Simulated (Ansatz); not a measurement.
# CH₄AlCl₂N: a ladder of functionals and wavefunction methods

One table from this session's results is given with a row withheld; the runs are named, their logs left out.

Computed with Ansatz 0.2.0, Gaussian basis. Level: functionals in def2-TZVPP, the program's frozen cores in correlated methods.

Plan: LDA (SPW92), PBE-D4, revPBE-D4, BLYP-D4, r2SCAN-D4, B97M-V, PBE0-D4, B3LYP-D4, r2SCANh-D4, r2SCAN0-D4, HSE06-D4, BHLYP-D4, CAM-B3LYP-D4, LC-ωPBE, ωB97X-V, ωB97M-V, B2PLYP, PBE-QIDH; CCSD(T)/def2-SVP; CCSD(T)/def2-TZVPP; MP2/def2-QZVPP; extrapolation to the limit; RPA on PBE.

### The relaxed structure

The geometry comes from an earlier relaxation with PBE0-D4 in a triple-zeta def2 set; it is a stationary point, not always the lowest conformer.

SMILES `C[NH][Al]([Cl])[Cl]`, 9 atoms, charge 0, spin multiplicity 1.

Atoms are counted from 1 here; the program's logs count them from 0.

Bond lengths: C1–N2 1.449 Å, C1–H6 1.092 Å, C1–H7 1.095 Å, C1–H8 1.095 Å, N2–Al3 1.748 Å, N2–H9 1.009 Å, Al3–Cl4 2.084 Å, Al3–Cl5 2.083 Å. Angles: N2–C1–H6 109.9°, N2–C1–H7 112.0°, N2–C1–H8 112.0°, H6–C1–H7 107.4°, H6–C1–H8 107.4°, H7–C1–H8 108.0°, C1–N2–Al3 128.6°, C1–N2–H9 112.6°, Al3–N2–H9 118.8°, N2–Al3–Cl4 120.0°, N2–Al3–Cl5 119.8°, Cl4–Al3–Cl5 120.2°.

Set-up of the first run:

Contents of in.yaml:

```yaml
crystal:
  periodic: [false, false, false]
  atoms:
    - {symbol: C, position_ang: [-0.551199, -0.601323, 1.053946]}
    - {symbol: N, position_ang: [0.315977, 0.330627, 0.361106]}
    - {symbol: Al, position_ang: [0.532208, 0.545909, -1.360516]}
    - {symbol: Cl, position_ang: [-0.544187, -0.630925, -2.701582]}
    - {symbol: Cl, position_ang: [1.867763, 1.980649, -2.065746]}
    - {symbol: H, position_ang: [-1.099168, -1.207674, 0.330256]}
    - {symbol: H, position_ang: [-1.291390, -0.087738, 1.677117]}
    - {symbol: H, position_ang: [0.012852, -1.287637, 1.694859]}
    - {symbol: H, position_ang: [0.845645, 0.911714, 0.993459]}
basis:
  gaussian: {orbitals: def2-TZVPP}
hamiltonian: {xc: lda}
output: {orbitals: {seedname: orbitals}}
```

Command:

```bash
> ansatz run in.yaml --threads 4 --pin off --events-out ev --progress --plain --max-ram 10444MiB
```

Among the steps run: LDA; PBE-D4 (GGA); revPBE-D4 (GGA); BLYP-D4 (GGA); r2SCAN-D4 (meta-GGA); B97M-V (meta-GGA); B3LYP-D4 (hybrid); r2SCANh-D4 (hybrid); r2SCAN0-D4 (hybrid); HSE06-D4 (hybrid); BHLYP-D4 (hybrid); CAM-B3LYP-D4 (range-separated); LC-ωPBE (range-separated); ωB97X-V (range-separated); ωB97M-V (range-separated); B2PLYP (double hybrid); PBE-QIDH (double hybrid).

One of the session's tables, all rows but one given; the rest of the session is left out.

It belongs to the step «Orbital energies across the functionals». 

```
  functional  HOMO (eV)  gap (eV)
 LDA (SPW92)          ?         ?
      PBE-D4      -5.94      4.56
   revPBE-D4      -5.88      4.64
     BLYP-D4      -5.81      4.51
   r2SCAN-D4      -6.20      5.27
      B97M-V      -6.27      5.15
     PBE0-D4      -7.28      6.75
    B3LYP-D4      -7.05      6.25
  r2SCANh-D4      -6.70      6.04
  r2SCAN0-D4      -7.47      7.19
    HSE06-D4      -6.88      5.97
    BHLYP-D4      -8.55      8.81
CAM-B3LYP-D4      -8.69      9.09
     LC-ωPBE     -10.10     11.77
     ωB97X-V      -9.72     11.17
     ωB97M-V      -9.61     10.74
```

Estimate the missing values for LDA (SPW92).

**Answer.** HOMO (eV): -6.09; gap (eV): 4.44. In the column «HOMO (eV)» it lies between r2SCAN-D4 (-6.20) and PBE-D4 (-5.94).
